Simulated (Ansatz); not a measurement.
# BN with a defect (Se on an N site): a single-point run

Wanted: field gradients for BN with a defect (Se on an N site).

Method: Kohn-Sham DFT, with the functional, basis and potentials that each input names, in Ansatz 0.2.0.

1 further run of the same task is left out (it didn't finish).

## (1) The structure to begin with

Symmetry: F-43m, No. 216, cubic system. The conventional cell has a = 10.845 Å, b = 10.845 Å, c = 10.845 Å, α = 90.00°, β = 90.00°, γ = 90.00°. Around B (site symmetry 3m) lie 1 Se at 1.57 Å and 3 N at 1.57 Å. Around B (site symmetry 2mm) lie 4 N at 1.57 Å. Around B (site symmetry m) lie 4 N at 1.57 Å. B (site symmetry -43m) is surrounded by 4 N at 1.57 Å. Around B (site symmetry 3m) lie 4 N at 1.57 Å. Around Se (site symmetry -43m) lie 4 B at 1.57 Å. N (site symmetry m) is surrounded by 4 B at 1.57 Å. N (site symmetry 3m) is surrounded by 4 B at 1.57 Å. Only part of the 10 independent sites is listed.

The input asks for a charge of +1 e on the cell.

As a file:

```
B Se N
1.0
     0.00000    5.42250    5.42250
     5.42250    0.00000    5.42250
     5.42250    5.42250    0.00000
B Se N
27 1 26
Direct
  0.00000 0.00000 0.00000
  0.00000 0.00000 0.33333
  0.00000 0.00000 0.66667
  0.00000 0.33333 0.00000
  0.00000 0.33333 0.33333
  0.00000 0.33333 0.66667
  0.00000 0.66667 0.00000
  0.00000 0.66667 0.33333
  0.00000 0.66667 0.66667
  0.33333 0.00000 0.00000
  0.33333 0.00000 0.33333
  0.33333 0.00000 0.66667
  0.33333 0.33333 0.00000
  0.33333 0.33333 0.33333
  0.33333 0.33333 0.66667
  0.33333 0.66667 0.00000
  0.33333 0.66667 0.33333
  0.33333 0.66667 0.66667
  0.66667 0.00000 0.00000
  0.66667 0.00000 0.33333
  0.66667 0.00000 0.66667
  0.66667 0.33333 0.00000
  0.66667 0.33333 0.33333
  0.66667 0.33333 0.66667
  0.66667 0.66667 0.00000
  0.66667 0.66667 0.33333
  0.66667 0.66667 0.66667
  0.08333 0.08333 0.08333
  0.08333 0.08333 0.41667
  0.08333 0.08333 0.75000
  0.08333 0.41667 0.08333
  0.08333 0.41667 0.41667
  0.08333 0.41667 0.75000
  0.08333 0.75000 0.08333
  0.08333 0.75000 0.41667
  0.08333 0.75000 0.75000
  0.41667 0.08333 0.08333
  0.41667 0.08333 0.41667
  0.41667 0.08333 0.75000
  0.41667 0.41667 0.08333
  0.41667 0.41667 0.41667
  0.41667 0.41667 0.75000
  0.41667 0.75000 0.08333
  0.41667 0.75000 0.41667
  0.41667 0.75000 0.75000
  0.75000 0.08333 0.08333
  0.75000 0.08333 0.41667
  0.75000 0.08333 0.75000
  0.75000 0.41667 0.08333
  0.75000 0.41667 0.41667
  0.75000 0.41667 0.75000
  0.75000 0.75000 0.08333
  0.75000 0.75000 0.41667
  0.75000 0.75000 0.75000
```

## (2) Input and run

The input, input.yaml:

```yaml
crystal:
  lattice:
    - [0.0, 5.4225, 5.4225]
    - [5.4225, 0.0, 5.4225]
    - [5.4225, 5.4225, 0.0]
  atoms:
    - { symbol: B, position: [0.0, 0.0, 0.0] }
    - { symbol: B, position: [0.0, 0.0, 0.3333333333] }
    - { symbol: B, position: [0.0, 0.0, 0.6666666667] }
    - { symbol: B, position: [0.0, 0.3333333333, 0.0] }
    - { symbol: B, position: [0.0, 0.3333333333, 0.3333333333] }
    - { symbol: B, position: [0.0, 0.3333333333, 0.6666666667] }
    - { symbol: B, position: [0.0, 0.6666666667, 0.0] }
    - { symbol: B, position: [0.0, 0.6666666667, 0.3333333333] }
    - { symbol: B, position: [0.0, 0.6666666667, 0.6666666667] }
    - { symbol: B, position: [0.3333333333, 0.0, 0.0] }
    - { symbol: B, position: [0.3333333333, 0.0, 0.3333333333] }
    - { symbol: B, position: [0.3333333333, 0.0, 0.6666666667] }
    - { symbol: B, position: [0.3333333333, 0.3333333333, 0.0] }
    - { symbol: B, position: [0.3333333333, 0.3333333333, 0.3333333333] }
    - { symbol: B, position: [0.3333333333, 0.3333333333, 0.6666666667] }
    - { symbol: B, position: [0.3333333333, 0.6666666667, 0.0] }
    - { symbol: B, position: [0.3333333333, 0.6666666667, 0.3333333333] }
    - { symbol: B, position: [0.3333333333, 0.6666666667, 0.6666666667] }
    - { symbol: B, position: [0.6666666667, 0.0, 0.0] }
    - { symbol: B, position: [0.6666666667, 0.0, 0.3333333333] }
    - { symbol: B, position: [0.6666666667, 0.0, 0.6666666667] }
    - { symbol: B, position: [0.6666666667, 0.3333333333, 0.0] }
    - { symbol: B, position: [0.6666666667, 0.3333333333, 0.3333333333] }
    - { symbol: B, position: [0.6666666667, 0.3333333333, 0.6666666667] }
    - { symbol: B, position: [0.6666666667, 0.6666666667, 0.0] }
    - { symbol: B, position: [0.6666666667, 0.6666666667, 0.3333333333] }
    - { symbol: B, position: [0.6666666667, 0.6666666667, 0.6666666667] }
    - { symbol: Se, position: [0.0833333333, 0.0833333333, 0.0833333333] }
    - { symbol: "N", position: [0.0833333333, 0.0833333333, 0.4166666667] }
    - { symbol: "N", position: [0.0833333333, 0.0833333333, 0.75] }
    - { symbol: "N", position: [0.0833333333, 0.4166666667, 0.0833333333] }
    - { symbol: "N", position: [0.0833333333, 0.4166666667, 0.4166666667] }
    - { symbol: "N", position: [0.0833333333, 0.4166666667, 0.75] }
    - { symbol: "N", position: [0.0833333333, 0.75, 0.0833333333] }
    - { symbol: "N", position: [0.0833333333, 0.75, 0.4166666667] }
    - { symbol: "N", position: [0.0833333333, 0.75, 0.75] }
    - { symbol: "N", position: [0.4166666667, 0.0833333333, 0.0833333333] }
    - { symbol: "N", position: [0.4166666667, 0.0833333333, 0.4166666667] }
    - { symbol: "N", position: [0.4166666667, 0.0833333333, 0.75] }
    - { symbol: "N", position: [0.4166666667, 0.4166666667, 0.0833333333] }
    - { symbol: "N", position: [0.4166666667, 0.4166666667, 0.4166666667] }
    - { symbol: "N", position: [0.4166666667, 0.4166666667, 0.75] }
    - { symbol: "N", position: [0.4166666667, 0.75, 0.0833333333] }
    - { symbol: "N", position: [0.4166666667, 0.75, 0.4166666667] }
    - { symbol: "N", position: [0.4166666667, 0.75, 0.75] }
    - { symbol: "N", position: [0.75, 0.0833333333, 0.0833333333] }
    - { symbol: "N", position: [0.75, 0.0833333333, 0.4166666667] }
    - { symbol: "N", position: [0.75, 0.0833333333, 0.75] }
    - { symbol: "N", position: [0.75, 0.4166666667, 0.0833333333] }
    - { symbol: "N", position: [0.75, 0.4166666667, 0.4166666667] }
    - { symbol: "N", position: [0.75, 0.4166666667, 0.75] }
    - { symbol: "N", position: [0.75, 0.75, 0.0833333333] }
    - { symbol: "N", position: [0.75, 0.75, 0.4166666667] }
    - { symbol: "N", position: [0.75, 0.75, 0.75] }
total_charge: 1
kpoints:
  mp_grid: { grid: [3, 3, 3] }
scf:
  occupations: { method: fermi_dirac, width: 0.01 }
  max_iter: 80
hamiltonian:
  xc: pbe
  pseudopotentials: { kind: paw }
  hubbard: { sites: [{ species: B, l: p, u_eff: -5.0 }] }
output:
  forces: true
  stress: true
  populations: true
  efg:
    quadrupole_moments_barn: { B: 0.04059, "N": 0.02044 }
    contact_densities: true
```

Command:

```sh
> ansatz run input.yaml --threads 1 --pin off --max-ram 3072MiB --backend cpu --events-out ev --progress --plain --runs-dir out
```

**Question.** How will this run end, and is anything wrong with its input?

The program finished normally. It gives a pressure of 24 GPa and a largest force of 18.1 eV/Å, which is large; a structure far from rest gives such values too, whatever the setting.

Look at the input: hamiltonian.hubbard.sites is [{species: B, l: p, u_eff: -5.0}]. A U of this value distorts the shell's occupations and the levels near the Fermi energy.

To check: delete hamiltonian.hubbard.sites.
